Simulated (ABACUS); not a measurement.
TiW:

```
W Ti
1.0
     1.59373   -2.25463    0.00000
     1.59373    2.25463    0.00000
     0.00000    0.00000    4.46812
W Ti
1 1
Direct
  0.50000 0.50000 0.50000
  0.00000 0.00000 0.00000
```

The cell comes from a database or a generator and needn't be the stable form of this composition.

| Item | Value |
| --- | --- |
| Program | ABACUS 3.10.1 |
| Task | single point |
| Functional | PBEsol |
| Potentials or basis | PseudoDojo NC SR 0.4.1 PBEsol standard |
| Cutoff | 1143 eV |
| Density cutoff | 4572 eV |
| Basis | plane waves |
| k mesh | 10 × 10 × 6 |
| Occupations | fermi-dirac, width 0.05 eV |
| Spin | no spin polarisation |

On this cell: pressure -5.1 GPa; largest force under 0.003 eV/Å; band gap on the k mesh none (metal or under the smearing width).

The same run follows on a disturbed copy (atoms moved at random, drawn with an rms of 0.05 Å):

```
W Ti
1.0
     1.59373   -2.25463    0.00000
     1.59373    2.25463    0.00000
     0.00000    0.00000    4.46812
W Ti
1 1
Cartesian
  1.6046 -0.0651 2.2379
  0.0312 0.0172 -0.0653
```

Question: What does the disturbed cell give?

Answer: The energy (extrapolated to zero smearing) moves by +14.4 meV/atom; pressure -4.6 GPa; largest force 0.570 eV/Å; band gap on the k mesh none (metal or under the smearing width).

Forces in eV/Å, atoms in the order of the input:
```
W    0.125  0.250 -0.497
Ti  -0.125 -0.250  0.497
```

Stress tensor (GPa, compression positive):
```
-4.76 -0.08 -0.05
-0.08 -4.26 -0.22
-0.05 -0.22 -4.83
```

Caveats: there are fewer bands than atomic start orbitals, so a level may be missed at k points of high symmetry.
